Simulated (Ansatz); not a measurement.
**H₂Br− (singlet): geometry optimisation**

Where does this start of H₂Br− (singlet) end when it is relaxed?

Computed with Ansatz 0.2.0, Gaussian basis. Level: RKS PBE0/def2-TZVPD.

**1. Where the work starts**

3 atoms, charge -1, spin multiplicity 1.

Atoms are counted from 1 here; the program's logs count them from 0.

Bond lengths: H2–H3 0.787 Å.

The start was built by rule and, where that kept it together, relaxed with GFN2-xTB. Sticks and bond lists go by distance. No spin-orbit coupling is included. 

**2. Relaxation**

Input file in.yaml:

```yaml
crystal:
  periodic: [false, false, false]
  atoms:
    - {symbol: Br, position_ang: [0.000000, 0.000000, -2.092399]}
    - {symbol: H, position_ang: [0.000000, 0.000000, 0.652840]}
    - {symbol: H, position_ang: [0.000000, 0.000000, 1.439559]}
basis:
  gaussian: {orbitals: def2-TZVPD}
total_charge: -1
hamiltonian: {xc: pbe0}
relax: {f_tol: 0.004, max_steps: 80}
```

Started as:

```sh
> ansatz run in.yaml --threads 1 --pin off --events-out ev --progress --plain --max-ram 2176MiB
```

**Question.** What will these runs give? Wanted: energy gained; shift from the start; total energy.

**Answer**, as computed:

| quantity | value |
| --- | --- |
| steps | 5 |
| energy gained | 0.014 eV |
| shift from the start (rms) | 0.043 Å |
| total energy | -70072.3427 eV |

The bonds of the start are those of the end. H2–H3 went from 0.787 to 0.757 Å. No vibrations were run, so this is a stationary point, not a proven minimum, and this spin need not be the ground state's.
